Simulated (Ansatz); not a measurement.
Consider an atomisation energy of BFH₄Si₂, SMILES FB1[SiH2][SiH2]1 (Ansatz's Python interface).

The script, `tae_bfh4si2.py`:
```python
'''Energy to split BFH4Si2 into its atoms.'''

from collections import Counter

import ansatz as az

BASIS_SET = '6-31G'
XC = 'b3lyp'
DISPERSION = 'd4'


def energy(molecule, charge=0, unpaired=0):
    calc = (
        molecule.calculation()
        .basis(gaussian=BASIS_SET)
        .functional(XC, dispersion=DISPERSION)
        .scf(lower_state_search='off')
    )
    if charge:
        calc = calc.charge(charge)
    if unpaired:
        calc = calc.spin('collinear', total=unpaired)
    report = calc.run().report
    if report['published_state_doubts']:
        print('  doubts:', report['published_state_doubts'])
    return report['free_energy_ev']

GEOMETRY = '''
F     1.94700   -0.69580    1.76090
B     0.86320   -0.30480    0.79980
Si   -0.22610    1.11770   -0.17960
Si   -0.47710   -0.87120   -0.51520
H     0.65140    1.82520   -1.15240
H    -1.09680    1.83320    0.75720
H     0.08230   -1.48070   -1.70460
H    -1.65180   -1.48070    0.17820
'''


def main() -> None:
    geometry = az.Crystal.molecule()
    for line in GEOMETRY.strip().splitlines():
        symbol, *xyz = line.split()
        geometry = geometry.atom(symbol, [float(v) for v in xyz])

    # unpaired electrons of the ground-state atoms
    unpaired = {'F': 1, 'B': 1, 'Si': 2, 'H': 1}
    counts = Counter(site.symbol for site in geometry.cartesian_sites)
    atom_energy = {s: energy(az.Crystal.molecule().atom(s, (0, 0, 0)), 0, unpaired[s]) for s in counts}
    whole = energy(geometry, 0, 0)
    for s, e in atom_energy.items():
        print(f'{s:2s} x{counts[s]}  {e:14.5f} eV')
    print(f'BFH4Si2: {whole:.5f} eV')
    split = sum(counts[s] * e for s, e in atom_energy.items()) - whole
    print(f'atomisation energy (no zero-point term): {split:.3f} eV, {split / sum(counts.values()):.3f} eV an atom')


if __name__ == '__main__':
    main()
```

What does it cost to take this molecule apart into atoms?

22.336 eV from the electronic energies, without the zero-point term.

The output:

Running `python tae_bfh4si2.py` prints:
```text
F  x1     -2713.34664 eV
B  x1      -670.83725 eV
Si x2     -7874.12858 eV
H  x4       -13.61312 eV
BFH4Si2: -19209.22976 eV
atomisation energy (no zero-point term): 22.336 eV, 2.792 eV an atom
```

These settings explore the input space; basis and method may be short of convergence. The geometry is a force-field or estimated start, not a minimum of this method, and the basis set is short of its limit. All parts are taken at fixed geometry, without zero-point energy. b3lyp holds the VWN-RPA fit, as in Gaussian; the form of ORCA and Turbomole is b3lyp5. It ran for 1.5 s on 1 thread of Arm Neoverse V2, with other jobs on the host, peak memory 0.15 GiB.
